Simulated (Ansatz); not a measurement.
# Zn2H10C8O11 (ZnH2C4O4 with H2O): the cost of one run

Method: DFT PBE+D3(BJ), scalar-relativistic, plane waves, PAW, in Ansatz 0.2.0.

7 further runs of the same task are left out: 7 set aside as unsound or not needed.

## (1) The starting structure

It takes space group P2_1/c (No. 14, monoclinic). The conventional cell has a = 3.412 Å, b = 10.310 Å, c = 8.852 Å, α = 90.00°, β = 95.26°, γ = 90.00°. Around Zn (site symmetry -1) lie 6 O at 1.97 to 2.25 Å. H (site symmetry 1) is surrounded by 1 C at 1.09 Å. H (site symmetry 1) is surrounded by 1 O at 1.00 Å. Around H (site symmetry 1) lie 1 O at 1.01 Å. Around C (site symmetry 1) lie 2 O at 1.27 Å. C (site symmetry 1) has 1 H at 1.09 Å as nearest neighbours. O (site symmetry 1) has 1 C at 1.27 Å as nearest neighbours. Only part of the 9 independent sites is listed.

Coordinates:

```
CELL_PARAMETERS angstrom
3.41235 0.00000 0.00855
0.00000 10.31003 0.00000
-0.83289 0.00000 8.81295
ATOMIC_POSITIONS crystal
Zn 0.00000 0.50000 0.00000
Zn 0.00000 0.00000 0.50000
H 0.16764 0.62859 0.56451
H 0.83236 0.12859 0.93549
H 0.83236 0.37141 0.43549
H 0.16764 0.87141 0.06451
H 0.46405 0.67609 0.10763
H 0.53595 0.17609 0.39237
H 0.53595 0.32391 0.89237
H 0.46405 0.82391 0.60763
H 0.44154 0.70913 0.92347
H 0.55846 0.20913 0.57653
H 0.55846 0.29087 0.07653
H 0.44154 0.79087 0.42347
C 0.15958 0.58056 0.31921
C 0.84042 0.08056 0.18079
C 0.84042 0.41944 0.68079
C 0.15958 0.91944 0.81921
C 0.08459 0.55505 0.47924
C 0.91541 0.05505 0.02076
C 0.91541 0.44495 0.52076
C 0.08459 0.94495 0.97924
O 0.33167 0.68556 0.28818
O 0.66833 0.18556 0.21182
O 0.66833 0.31444 0.71182
O 0.33167 0.81444 0.78818
O 0.04679 0.49327 0.22339
O 0.95321 0.99327 0.27661
O 0.95321 0.50673 0.77661
O 0.04679 0.00673 0.72339
O 0.49326 0.63969 0.00397
O 0.50674 0.13969 0.49603
O 0.50674 0.36031 0.99603
O 0.49326 0.86031 0.50397
```

It is the result of an earlier relaxation at this level (volume 9.12 Å³/atom; gap on the mesh: 2.89 eV).

Its energy, with the smearing taken to zero, is -15647.4565 eV for the 34-atom cell on a 6×2×2 mesh; differences below count from it.

## (2) Case: 1 of 4 H2O taken out

What is left holds 2 Zn, 10 H, 8 C, 11 O; the cell stays neutral.

The cell holds 2 Zn, 10 H, 8 C, 11 O: a = 3.412 Å, b = 10.310 Å, c = 8.852 Å, α = 90.00°, β = 95.26°, γ = 90.00°.

## (3) Nothing relaxed

input.yaml reads:

```yaml
crystal:
  lattice:
    - [3.4123460192, 0.0, 0.0085482859]
    - [0.0, 10.3100336297, 0.0]
    - [-0.832892834, 0.0, 8.8129524492]
  atoms:
    - { symbol: Zn, position: [0.0, 0.5, 0.0] }
    - { symbol: Zn, position: [0.0, 0.0, 0.5] }
    - { symbol: H, position: [0.1676413899, 0.6285874595, 0.5645108718] }
    - { symbol: H, position: [0.8323586101, 0.1285874595, 0.9354891282] }
    - { symbol: H, position: [0.8323586101, 0.3714125405, 0.4354891282] }
    - { symbol: H, position: [0.1676413899, 0.8714125405, 0.0645108718] }
    - { symbol: H, position: [0.5359487042, 0.176088114, 0.3923688755] }
    - { symbol: H, position: [0.5359487042, 0.323911886, 0.8923688755] }
    - { symbol: H, position: [0.4640512958, 0.823911886, 0.6076311245] }
    - { symbol: H, position: [0.5584615035, 0.2091332439, 0.5765279596] }
    - { symbol: H, position: [0.5584615035, 0.2908667561, 0.0765279596] }
    - { symbol: H, position: [0.4415384965, 0.7908667561, 0.4234720404] }
    - { symbol: C, position: [0.1595775083, 0.5805647088, 0.3192087841] }
    - { symbol: C, position: [0.8404224917, 0.0805647088, 0.1807912159] }
    - { symbol: C, position: [0.8404224917, 0.4194352912, 0.6807912159] }
    - { symbol: C, position: [0.1595775083, 0.9194352912, 0.8192087841] }
    - { symbol: C, position: [0.0845894053, 0.5550497604, 0.4792406793] }
    - { symbol: C, position: [0.9154105947, 0.0550497604, 0.0207593207] }
    - { symbol: C, position: [0.9154105947, 0.4449502396, 0.5207593207] }
    - { symbol: C, position: [0.0845894053, 0.9449502396, 0.9792406793] }
    - { symbol: O, position: [0.3316701205, 0.6855616224, 0.2881752315] }
    - { symbol: O, position: [0.6683298795, 0.1855616224, 0.2118247685] }
    - { symbol: O, position: [0.6683298795, 0.3144383776, 0.7118247685] }
    - { symbol: O, position: [0.3316701205, 0.8144383776, 0.7881752315] }
    - { symbol: O, position: [0.0467876418, 0.4932718381, 0.2233888448] }
    - { symbol: O, position: [0.9532123582, 0.9932718381, 0.2766111552] }
    - { symbol: O, position: [0.9532123582, 0.5067281619, 0.7766111552] }
    - { symbol: O, position: [0.0467876418, 0.0067281619, 0.7233888448] }
    - { symbol: O, position: [0.5067394046, 0.1396881334, 0.4960312632] }
    - { symbol: O, position: [0.5067394046, 0.3603118666, 0.9960312632] }
    - { symbol: O, position: [0.4932605954, 0.8603118666, 0.5039687368] }
basis:
  ecutwfc: 420
kpoints:
  mp_grid: { grid: [6, 2, 2] }
hamiltonian:
  xc: pbe
  dispersion: d3bj
scf:
  occupations: { method: gaussian, width: 0.02 }
output:
  forces: true
  stress: true
  eigenvalues: true
```

Command:

```sh
> ansatz run input.yaml --threads 8 --pin off --max-ram 16384MiB --backend cpu --events-out ev --progress --plain --runs-dir out
```

**Question.** How long does this run take on 8 threads of Arm Neoverse V2, shared host, and how much memory does it need?

About 5.9 s, with a peak of 1.4 GiB.
